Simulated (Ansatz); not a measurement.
# Zn18S17Cl (Wurtzite-6H): the cost of one run

Program: Ansatz 0.2.0. Level of theory: DFT, PBE, plane-wave PAW, default files, scalar-relativistic. These are calculated values, not measurements.

The COD entry's cell or inner coordinates are ideal or old and differ from later refinements, so a difference from it is no clean test against experiment.

1 further run of the same task is left out (it didn't finish).

## 1. The starting structure

The structure is trigonal, space group P31m (No. 157). Conventional cell: a = 6.603 Å, b = 6.603 Å, c = 18.690 Å, α = 90.00°, β = 90.00°, γ = 120.00°. Zn (site symmetry m) has 4 S at 2.33 to 2.34 Å in its first shell of neighbours. Zn (site symmetry m) is surrounded by 3 S at 2.33 to 2.34 Å and 1 Cl at 2.33 Å. Around Zn (site symmetry 3m) lie 4 S at 2.33 to 2.34 Å. Around Zn (site symmetry 3) lie 4 S at 2.33 to 2.34 Å. Zn (site symmetry 3m) has 3 S at 2.33 Å and 1 Cl at 2.34 Å in its first shell of neighbours. Only part of the 16 independent sites is listed.

As a file:

```
Zn S Cl
1.0
     5.71800    3.30129    0.00000
    -5.71800    3.30129    0.00000
     0.00000    0.00000   18.68999
Zn S Cl
18 17 1
Cartesian
  0.0000 0.0000 0.0000
  -1.9060 3.3013 0.0000
  1.9060 3.3013 0.0000
  0.0000 0.0000 9.3450
  -1.9060 3.3013 9.3450
  1.9060 3.3013 9.3450
  0.0000 2.2009 3.1151
  3.8120 2.2009 3.1151
  -3.8120 2.2009 3.1151
  -3.8120 4.4017 12.4601
  0.0000 4.4017 12.4601
  -1.9060 1.1004 12.4601
  -3.8120 4.4017 6.2299
  0.0000 4.4017 6.2299
  -1.9060 1.1004 6.2299
  0.0000 2.2009 15.5749
  3.8120 2.2009 15.5749
  -3.8120 2.2009 15.5749
  0.0000 0.0000 2.3362
  -1.9060 3.3013 2.3362
  1.9060 3.3013 2.3362
  0.0000 0.0000 11.6812
  -1.9060 3.3013 11.6812
  1.9060 3.3013 11.6812
  0.0000 2.2009 5.4513
  3.8120 2.2009 5.4513
  -3.8120 2.2009 5.4513
  -3.8120 4.4017 14.7963
  0.0000 4.4017 14.7963
  -1.9060 1.1004 14.7963
  0.0000 4.4017 8.5662
  -1.9060 1.1004 8.5662
  0.0000 2.2009 17.9112
  3.8120 2.2009 17.9112
  -3.8120 2.2009 17.9112
  -3.8120 4.4017 8.5662
```

Atom 31 of the input is the impurity.

## 2. First run, atoms as given

input.yaml reads:

```yaml
crystal:
  lattice:
    - [5.718, 3.3012888392, 0.0]
    - [-5.718, 3.3012888392, 0.0]
    - [0.0, 0.0, 18.68999]
  atoms:
    - { symbol: Zn, position: [0.0, 0.0, 0.0] }
    - { symbol: Zn, position: [0.3333333333, 0.6666666667, 0.0] }
    - { symbol: Zn, position: [0.6666666667, 0.3333333333, 0.0] }
    - { symbol: Zn, position: [0.0, 0.0, 0.5] }
    - { symbol: Zn, position: [0.3333333333, 0.6666666667, 0.5] }
    - { symbol: Zn, position: [0.6666666667, 0.3333333333, 0.5] }
    - { symbol: Zn, position: [0.3333333333, 0.3333333334, 0.16667] }
    - { symbol: Zn, position: [0.6666666667, 0.0, 0.16667] }
    - { symbol: Zn, position: [0.0, 0.6666666667, 0.16667] }
    - { symbol: Zn, position: [0.3333333333, 1.0, 0.66667] }
    - { symbol: Zn, position: [0.6666666667, 0.6666666666, 0.66667] }
    - { symbol: Zn, position: [0.0, 0.3333333333, 0.66667] }
    - { symbol: Zn, position: [0.3333333333, 1.0, 0.33333] }
    - { symbol: Zn, position: [0.6666666667, 0.6666666666, 0.33333] }
    - { symbol: Zn, position: [0.0, 0.3333333333, 0.33333] }
    - { symbol: Zn, position: [0.3333333333, 0.3333333334, 0.83333] }
    - { symbol: Zn, position: [0.6666666667, 0.0, 0.83333] }
    - { symbol: Zn, position: [0.0, 0.6666666667, 0.83333] }
    - { symbol: S, position: [0.0, 0.0, 0.125] }
    - { symbol: S, position: [0.3333333333, 0.6666666667, 0.125] }
    - { symbol: S, position: [0.6666666667, 0.3333333333, 0.125] }
    - { symbol: S, position: [0.0, 0.0, 0.625] }
    - { symbol: S, position: [0.3333333333, 0.6666666667, 0.625] }
    - { symbol: S, position: [0.6666666667, 0.3333333333, 0.625] }
    - { symbol: S, position: [0.3333333333, 0.3333333334, 0.29167] }
    - { symbol: S, position: [0.6666666667, 0.0, 0.29167] }
    - { symbol: S, position: [0.0, 0.6666666667, 0.29167] }
    - { symbol: S, position: [0.3333333333, 1.0, 0.79167] }
    - { symbol: S, position: [0.6666666667, 0.6666666666, 0.79167] }
    - { symbol: S, position: [0.0, 0.3333333333, 0.79167] }
    - { symbol: Cl, position: [0.3333333333, 1.0, 0.45833], spin: 1.0 }
    - { symbol: S, position: [0.6666666667, 0.6666666666, 0.45833] }
    - { symbol: S, position: [0.0, 0.3333333333, 0.45833] }
    - { symbol: S, position: [0.3333333333, 0.3333333334, 0.95833] }
    - { symbol: S, position: [0.6666666667, 0.0, 0.95833] }
    - { symbol: S, position: [0.0, 0.6666666667, 0.95833] }
magnetization:
  spin_polarized: true
kpoints:
  mp_grid: { grid: [3, 3, 1] }
scf:
  occupations: { method: fermi_dirac, width: 0.01 }
hamiltonian:
  xc: pbe
  pseudopotentials: { kind: paw }
output:
  forces: true
  stress: true
  populations: true
  efg:
    quadrupole_moments_barn: { Zn: 0.122, S: -0.0694, Cl: -0.08112 }
    contact_densities: true
```

The run is started by

```bash
$ ansatz run input.yaml --threads 4 --pin off --max-ram 8192MiB --backend cpu --events-out ev --progress --plain --runs-dir out
```

**Question.** How long does this run take on 4 threads of Arm Neoverse V2, shared host, and how much memory does it need?

About 64 s, with a peak of 3 GiB.
